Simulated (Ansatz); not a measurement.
**C₂H₈BNSi: basis-set convergence**

Aim: see how fast density functionals and correlated methods converge with the basis set for C₂H₈BNSi.

Computed with Ansatz 0.2.0, Gaussian basis. Level: one geometry, several basis sets.

Levels to be run: PBE0-D4/def2-SVP; ωB97M-V/def2-SVP; PBE0-D4/def2-QZVPP; ωB97M-V/def2-QZVPP; CCSD(T)/cc-pV(D+d)Z; CCSD(T)/cc-pV(T+d)Z; MP2/cc-pV(Q+d)Z; the functionals' def2-TZVPP values are taken from earlier runs.

## (1) The relaxed structure

An earlier PBE0-D4/def2-TZVP relaxation fixed the geometry.

SMILES `BN([SiH3])C=C`, 13 atoms, charge 0, spin multiplicity 1.

Atoms are counted from 1 here; the program's logs count them from 0.

Bond lengths: B1–N2 1.408 Å, B1–H6 1.197 Å, B1–H7 1.194 Å, N2–Si3 1.765 Å, N2–C4 1.404 Å, Si3–H8 1.485 Å, Si3–H9 1.478 Å, Si3–H10 1.485 Å, C4–C5 1.329 Å, C4–H11 1.086 Å, C5–H12 1.084 Å, C5–H13 1.081 Å. Angles: N2–B1–H6 118.8°, N2–B1–H7 119.4°, H6–B1–H7 121.8°, B1–N2–Si3 121.0°, B1–N2–C4 120.1°, Si3–N2–C4 118.9°, N2–Si3–H8 109.8°, N2–Si3–H9 107.3°, N2–Si3–H10 109.8°, H8–Si3–H9 110.7°, H8–Si3–H10 108.6°, H9–Si3–H10 110.7°, N2–C4–C5 126.1°, N2–C4–H11 113.4°, C5–C4–H11 120.5°, C4–C5–H12 123.2°, C4–C5–H13 119.8°, H12–C5–H13 117.0°.

Geometry (Å):

```xyz
13
charge 0, multiplicity 1
B    -1.6764    0.8473    0.4856
N    -0.4554    0.2350    0.1455
Si    0.9237    0.2865    1.2463
C    -0.3192   -0.4293   -1.0836
C     0.7729   -1.0451   -1.5240
H    -2.5866    0.7886   -0.2903
H    -1.7784    1.4091    1.5347
H     1.3278   -1.0954    1.6098
H     0.5018    1.0390    2.4458
H     2.0705    0.9574    0.5831
H    -1.2205   -0.4057   -1.6888
H     1.6959   -1.0957   -0.9572
H     0.7645   -1.5265   -2.4922
```

## (2) PBE0-D4 in def2-SVP

The input, in.yaml:

```yaml
crystal:
  periodic: [false, false, false]
  atoms:
    - {symbol: B, position_ang: [-1.676447, 0.847261, 0.485624]}
    - {symbol: N, position_ang: [-0.455431, 0.235020, 0.145483]}
    - {symbol: Si, position_ang: [0.923693, 0.286505, 1.246290]}
    - {symbol: C, position_ang: [-0.319210, -0.429258, -1.083581]}
    - {symbol: C, position_ang: [0.772919, -1.045068, -1.524005]}
    - {symbol: H, position_ang: [-2.586572, 0.788571, -0.290273]}
    - {symbol: H, position_ang: [-1.778394, 1.409052, 1.534721]}
    - {symbol: H, position_ang: [1.327780, -1.095369, 1.609783]}
    - {symbol: H, position_ang: [0.501810, 1.039019, 2.445787]}
    - {symbol: H, position_ang: [2.070456, 0.957421, 0.583133]}
    - {symbol: H, position_ang: [-1.220472, -0.405734, -1.688797]}
    - {symbol: H, position_ang: [1.695905, -1.095747, -0.957195]}
    - {symbol: H, position_ang: [0.764462, -1.526472, -2.492171]}
basis:
  gaussian: {orbitals: def2-SVP}
hamiltonian: {xc: pbe0, dispersion: d4}
output: {orbitals: {seedname: orbitals}}
```

Command:

```console
$ ansatz run in.yaml --threads 2 --pin off --events-out ev --progress --plain --max-ram 22528MiB --backend cpu
```

Further steps of the session: ωB97M-V in def2-SVP; PBE0-D4 in def2-QZVPP; ωB97M-V in def2-QZVPP; CCSD(T) in cc-pV(D+d)Z; CCSD(T) in cc-pV(T+d)Z; MP2 in cc-pV(Q+d)Z.

**Question.** What will the summary of the whole plan be? Wanted: MP2 correlation recovered, cc-pV(D+d)Z; MP2 correlation recovered, cc-pV(T+d)Z; MP2 correlation recovered, cc-pV(Q+d)Z; difference of two CCSD(T) limits: def2 sets; PBE0-D4: double and triple zeta above quadruple; ωB97M-V: double and triple zeta above quadruple.

The runs gave:

| quantity | value |
| --- | --- |
| MP2 correlation recovered, cc-pV(D+d)Z | 73.3 % |
| MP2 correlation recovered, cc-pV(T+d)Z | 89.9 % |
| MP2 correlation recovered, cc-pV(Q+d)Z | 95.8 % |
| difference of two CCSD(T) limits: def2 sets (earlier runs) less this series | -23 meV |
| PBE0-D4: double and triple zeta above quadruple | 8.12, 0.53 eV |
| ωB97M-V: double and triple zeta above quadruple | 8.38, 0.49 eV |

What this shows: PBE0-D4 gains 7.60 eV from double to triple zeta, then 0.53 eV more. Correlation climbs from 73 % (cc-pV(D+d)Z) to 96 % (cc-pV(Q+d)Z) of the limit; Hartree-Fock is 0.119 eV from its own by then. A limit from the def2 sets, made apart, differs by 23 meV, a least measure of the doubt on such a limit. Total energies overstate the basis error of differences, where much of it tends to cancel. The LUMO of ωB97M-V is positive and keeps falling with the basis (1.55 to 0.99 eV): an unbound level that the basis holds in place.
